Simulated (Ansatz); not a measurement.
# Ga27SnSb26: the cost of one run

Method: DFT, PBE, plane-wave PAW, default files, scalar-relativistic, as far as a step names no other, in Ansatz 0.2.0.

The COD entry's cell or inner coordinates are ideal or old and differ from later refinements, so a difference from it is no clean test against experiment.

### Step 1. The structure to begin with

The structure is cubic, space group F-43m (No. 216). The conventional cell has a = 18.354 Å, b = 18.354 Å, c = 18.354 Å, α = 90.00°, β = 90.00°, γ = 90.00°. Around Ga (site symmetry 3m) lie 1 Sn at 2.65 Å and 3 Sb at 2.65 Å. Around Ga (site symmetry 2mm) lie 4 Sb at 2.65 Å. Ga (site symmetry m) has 4 Sb at 2.65 Å in its first shell of neighbours. Ga (site symmetry -43m) has 4 Sb at 2.65 Å in its first shell of neighbours. Ga (site symmetry 3m) has 4 Sb at 2.65 Å in its first shell of neighbours. Around Sn (site symmetry -43m) lie 4 Ga at 2.65 Å. Sb (site symmetry m) is surrounded by 4 Ga at 2.65 Å. Sb (site symmetry 3m) is surrounded by 4 Ga at 2.65 Å. Only part of the 10 independent sites is listed.

Structure file:

```xyz
54
Lattice="0.0000 9.1770 9.1770 9.1770 0.0000 9.1770 9.1770 9.1770 0.0000" Properties=species:S:1:pos:R:3 pbc="T T T"
Ga    0.0000    0.0000    0.0000
Ga    3.0590    3.0590    0.0000
Ga    6.1180    6.1180    0.0000
Ga    3.0590    0.0000    3.0590
Ga    6.1180    3.0590    3.0590
Ga    9.1770    6.1180    3.0590
Ga    6.1180    0.0000    6.1180
Ga    9.1770    3.0590    6.1180
Ga   12.2360    6.1180    6.1180
Ga    0.0000    3.0590    3.0590
Ga    3.0590    6.1180    3.0590
Ga    6.1180    9.1770    3.0590
Ga    3.0590    3.0590    6.1180
Ga    6.1180    6.1180    6.1180
Ga    9.1770    9.1770    6.1180
Ga    6.1180    3.0590    9.1770
Ga    9.1770    6.1180    9.1770
Ga   12.2360    9.1770    9.1770
Ga    0.0000    6.1180    6.1180
Ga    3.0590    9.1770    6.1180
Ga    6.1180   12.2360    6.1180
Ga    3.0590    6.1180    9.1770
Ga    6.1180    9.1770    9.1770
Ga    9.1770   12.2360    9.1770
Ga    6.1180    6.1180   12.2360
Ga    9.1770    9.1770   12.2360
Ga   12.2360   12.2360   12.2360
Sn    1.5295    1.5295    1.5295
Sb    4.5885    4.5885    1.5295
Sb    7.6475    7.6475    1.5295
Sb    4.5885    1.5295    4.5885
Sb    7.6475    4.5885    4.5885
Sb   10.7065    7.6475    4.5885
Sb    7.6475    1.5295    7.6475
Sb   10.7065    4.5885    7.6475
Sb   13.7655    7.6475    7.6475
Sb    1.5295    4.5885    4.5885
Sb    4.5885    7.6475    4.5885
Sb    7.6475   10.7065    4.5885
Sb    4.5885    4.5885    7.6475
Sb    7.6475    7.6475    7.6475
Sb   10.7065   10.7065    7.6475
Sb    7.6475    4.5885   10.7065
Sb   10.7065    7.6475   10.7065
Sb   13.7655   10.7065   10.7065
Sb    1.5295    7.6475    7.6475
Sb    4.5885   10.7065    7.6475
Sb    7.6475   13.7655    7.6475
Sb    4.5885    7.6475   10.7065
Sb    7.6475   10.7065   10.7065
Sb   10.7065   13.7655   10.7065
Sb    7.6475    7.6475   13.7655
Sb   10.7065   10.7065   13.7655
Sb   13.7655   13.7655   13.7655
```

Atom 28 of the input is the impurity.

### Step 2. First run, atoms as given

File input.yaml:

```yaml
crystal:
  lattice:
    - [0.0, 9.177, 9.177]
    - [9.177, 0.0, 9.177]
    - [9.177, 9.177, 0.0]
  atoms:
    - { symbol: Ga, position: [0.0, 0.0, 0.0] }
    - { symbol: Ga, position: [0.0, 0.0, 0.3333333333] }
    - { symbol: Ga, position: [0.0, 0.0, 0.6666666667] }
    - { symbol: Ga, position: [0.0, 0.3333333333, 0.0] }
    - { symbol: Ga, position: [0.0, 0.3333333333, 0.3333333333] }
    - { symbol: Ga, position: [0.0, 0.3333333333, 0.6666666667] }
    - { symbol: Ga, position: [0.0, 0.6666666667, 0.0] }
    - { symbol: Ga, position: [0.0, 0.6666666667, 0.3333333333] }
    - { symbol: Ga, position: [0.0, 0.6666666667, 0.6666666667] }
    - { symbol: Ga, position: [0.3333333333, 0.0, 0.0] }
    - { symbol: Ga, position: [0.3333333333, 0.0, 0.3333333333] }
    - { symbol: Ga, position: [0.3333333333, 0.0, 0.6666666667] }
    - { symbol: Ga, position: [0.3333333333, 0.3333333333, 0.0] }
    - { symbol: Ga, position: [0.3333333333, 0.3333333333, 0.3333333333] }
    - { symbol: Ga, position: [0.3333333333, 0.3333333333, 0.6666666667] }
    - { symbol: Ga, position: [0.3333333333, 0.6666666667, 0.0] }
    - { symbol: Ga, position: [0.3333333333, 0.6666666667, 0.3333333333] }
    - { symbol: Ga, position: [0.3333333333, 0.6666666667, 0.6666666667] }
    - { symbol: Ga, position: [0.6666666667, 0.0, 0.0] }
    - { symbol: Ga, position: [0.6666666667, 0.0, 0.3333333333] }
    - { symbol: Ga, position: [0.6666666667, 0.0, 0.6666666667] }
    - { symbol: Ga, position: [0.6666666667, 0.3333333333, 0.0] }
    - { symbol: Ga, position: [0.6666666667, 0.3333333333, 0.3333333333] }
    - { symbol: Ga, position: [0.6666666667, 0.3333333333, 0.6666666667] }
    - { symbol: Ga, position: [0.6666666667, 0.6666666667, 0.0] }
    - { symbol: Ga, position: [0.6666666667, 0.6666666667, 0.3333333333] }
    - { symbol: Ga, position: [0.6666666667, 0.6666666667, 0.6666666667] }
    - { symbol: Sn, position: [0.0833333333, 0.0833333333, 0.0833333333] }
    - { symbol: Sb, position: [0.0833333333, 0.0833333333, 0.4166666667] }
    - { symbol: Sb, position: [0.0833333333, 0.0833333333, 0.75] }
    - { symbol: Sb, position: [0.0833333333, 0.4166666667, 0.0833333333] }
    - { symbol: Sb, position: [0.0833333333, 0.4166666667, 0.4166666667] }
    - { symbol: Sb, position: [0.0833333333, 0.4166666667, 0.75] }
    - { symbol: Sb, position: [0.0833333333, 0.75, 0.0833333333] }
    - { symbol: Sb, position: [0.0833333333, 0.75, 0.4166666667] }
    - { symbol: Sb, position: [0.0833333333, 0.75, 0.75] }
    - { symbol: Sb, position: [0.4166666667, 0.0833333333, 0.0833333333] }
    - { symbol: Sb, position: [0.4166666667, 0.0833333333, 0.4166666667] }
    - { symbol: Sb, position: [0.4166666667, 0.0833333333, 0.75] }
    - { symbol: Sb, position: [0.4166666667, 0.4166666667, 0.0833333333] }
    - { symbol: Sb, position: [0.4166666667, 0.4166666667, 0.4166666667] }
    - { symbol: Sb, position: [0.4166666667, 0.4166666667, 0.75] }
    - { symbol: Sb, position: [0.4166666667, 0.75, 0.0833333333] }
    - { symbol: Sb, position: [0.4166666667, 0.75, 0.4166666667] }
    - { symbol: Sb, position: [0.4166666667, 0.75, 0.75] }
    - { symbol: Sb, position: [0.75, 0.0833333333, 0.0833333333] }
    - { symbol: Sb, position: [0.75, 0.0833333333, 0.4166666667] }
    - { symbol: Sb, position: [0.75, 0.0833333333, 0.75] }
    - { symbol: Sb, position: [0.75, 0.4166666667, 0.0833333333] }
    - { symbol: Sb, position: [0.75, 0.4166666667, 0.4166666667] }
    - { symbol: Sb, position: [0.75, 0.4166666667, 0.75] }
    - { symbol: Sb, position: [0.75, 0.75, 0.0833333333] }
    - { symbol: Sb, position: [0.75, 0.75, 0.4166666667] }
    - { symbol: Sb, position: [0.75, 0.75, 0.75] }
total_charge: -1
kpoints:
  mp_grid: { grid: [2, 2, 2] }
scf:
  occupations: { method: fermi_dirac, width: 0.01 }
hamiltonian:
  xc: pbe
  pseudopotentials: { kind: paw }
output:
  forces: true
  stress: true
  populations: true
  efg:
    quadrupole_moments_barn: { Ga: 0.107, Sn: -0.132, Sb: -0.543 }
    contact_densities: true
  write_density: true
  write_potential: true
  elf: true
  volumetric_format: npy
```

Launch:

```sh
$ ansatz run input.yaml --threads 4 --pin off --max-ram 8192MiB --backend cpu --events-out ev --progress --plain --runs-dir out
```

Q: Estimate wall time and peak memory on 4 threads of Arm Neoverse V2, shared host.

About 1.8 min, with a peak of 5.2 GiB.
